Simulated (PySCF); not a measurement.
# C5H7NO: the cost of one run

Computed with PySCF 2.14.0 and routines of our own; the level stands in each step. Atoms count from 0.

## 1. The starting structure

14 atoms, charge 0, multiplicity 1; geometry from: GFN2-xTB.

## 2. Magnetic properties: GIAO KT3/pcSseg-1

The job: settings as JSON, then the geometry in Å.

```
{"job": {"kind": "mag", "xc": "KT3", "basis": "pcSseg-1", "isotopologues": 2}, "charge": 0, "multiplicity": 1}
C      2.045541     0.003512     0.276785
C      0.737162    -0.003897     0.100599
C     -0.093791     1.183737    -0.322783
N     -1.432327     0.657460    -0.375971
C     -1.566650    -0.646100    -0.052038
O     -2.606505    -1.259997    -0.036989
C     -0.180021    -1.175921     0.282932
H      2.634524     0.891686     0.126201
H      2.576486    -0.881724     0.579484
H     -0.016282     2.004885     0.401414
H      0.222881     1.565419    -1.301760
H     -2.222973     1.226571    -0.629528
H      0.070143    -2.009095    -0.376188
H     -0.168864    -1.557010     1.305675
```

With the program's defaults for keys left out, this is: GIAO KT3/pcSseg-1 magnetisability, rotational g tensor and spin-rotation constants, non-relativistic, gas phase.

Run with:

```bash
> OMP_NUM_THREADS=1 python excited_run.py task.json out
```

This one command runs all jobs of the session in turn.

Q: Estimate the wall time and peak memory of this first job on 1 thread of Arm Neoverse V2, shared host.

About 22 s, with a peak of 0.5 GiB.
